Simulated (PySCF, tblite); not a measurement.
# C₂H₆Br₂O₂Si₂: geometry, infrared bands and NMR shifts

Aim: predict the infrared bands and NMR shifts of C₂H₆Br₂O₂Si₂ (`Br[Si]1(Br)COC[SiH2]O1`).

The runs use tblite 0.8.0 and PySCF 2.14.0, with density-fitted response routines of our own; the level of theory stands in each step. All values are computed, except where a source is named. Atoms are numbered from 0 throughout.

## (1) Starting geometry

14 atoms, charge 0, multiplicity 1; geometry from: force field or distance geometry start.

Bonds of the start (Å): Br0–Si1 2.24, Si1–Br2 2.26, Si1–C3 1.86, C3–O4 1.38, O4–C5 1.38, C5–Si6 1.86, Si6–O7 1.72, O7–Si1 1.69, C3–H8 1.14, C3–H9 1.10, C5–H10 1.11, C5–H11 1.12, Si6–H12 1.49, Si6–H13 1.47.

## (2) Optimising the geometry with GFN2-xTB

The job: settings as JSON, then the geometry in Å.

```
{"job": {"kind": "relax", "xc": "GFN2-xTB", "basis": "xTB"}, "charge": 0, "multiplicity": 1}
Br     1.677100     0.038700     2.576000
Si     1.577300    -0.097600     0.343300
Br     3.573000    -0.804500    -0.441700
C      0.326100    -1.400400    -0.088300
O     -0.957200    -1.113200     0.338700
C     -1.544000    -0.032400    -0.286700
Si    -0.569500     1.548700    -0.167000
O      1.114800     1.333500    -0.428900
H      0.649400    -2.321100     0.491800
H      0.384800    -1.690500    -1.150900
H     -1.819700    -0.202900    -1.349100
H     -2.517400     0.148500     0.239100
H     -0.860700     2.173300     1.155400
H     -1.034800     2.419400    -1.253900
```

Started as:

```bash
> OMP_NUM_THREADS=1 python probes_run.py task.json out
```

The driver reads the jobs from task.json and runs them one after another.

**Question.** This job is followed by: GFN2-xTB harmonic vibrations, gas phase; GIAO PBE0/pcSseg-1 NMR shielding, non-relativistic, gas phase. What will the session give for the following? strongest single infrared mode (GFN2-xTB); zero-point energy (GFN2-xTB); 13C shifts against TMS (PBE0/pcSseg-1); 1H shifts against TMS (PBE0/pcSseg-1, means over atoms taken as alike); 79Br shifts against HBr (PBE0/pcSseg-1, means over atoms taken as alike); 29Si shifts against TMS (PBE0/pcSseg-1); 17O shifts against H2O (PBE0/pcSseg-1); surface potential, 1st and 99th percentile.

The runs gave:

| quantity | value |
| --- | --- |
| strongest single infrared mode (GFN2-xTB) | 1016 cm⁻¹, 346 km/mol |
| zero-point energy (GFN2-xTB) | 52.0 kcal/mol |
| 13C shifts against TMS (PBE0/pcSseg-1) | 75.3, 63.8 ppm |
| 1H shifts against TMS (PBE0/pcSseg-1, means over atoms taken as alike) | 5.34, 3.92, 3.55 ppm |
| 79Br shifts against HBr (PBE0/pcSseg-1, means over atoms taken as alike) | 218 ppm |
| 29Si shifts against TMS (PBE0/pcSseg-1) | 7.2, -17.8 ppm |
| 17O shifts against H2O (PBE0/pcSseg-1) | 80.2, 7.6 ppm |
| surface potential, 1st and 99th percentile | -1.05 V and 1.72 V |

**Reading.** Relaxing lowered the energy by 0.762 eV in 95 steps; the close pair that moved most is Si1–O7, from 1.691 to 1.608 Å. All 36 modes are real, so the xTB geometry is a minimum. The strongest single mode, at 1016 cm⁻¹, moves mainly O7. GFN2-xTB is a fitted tight-binding method: band positions and strengths are rough. Its intensities can rank the bands wrongly. At PBE0/pcSseg-1: The widest tensor belongs to Br0, Br2: span 719 ppm, with a paramagnetic part of -721 ppm. Spin-orbit coupling is left out, which matters for shieldings and couplings at and beside the heavy atoms.
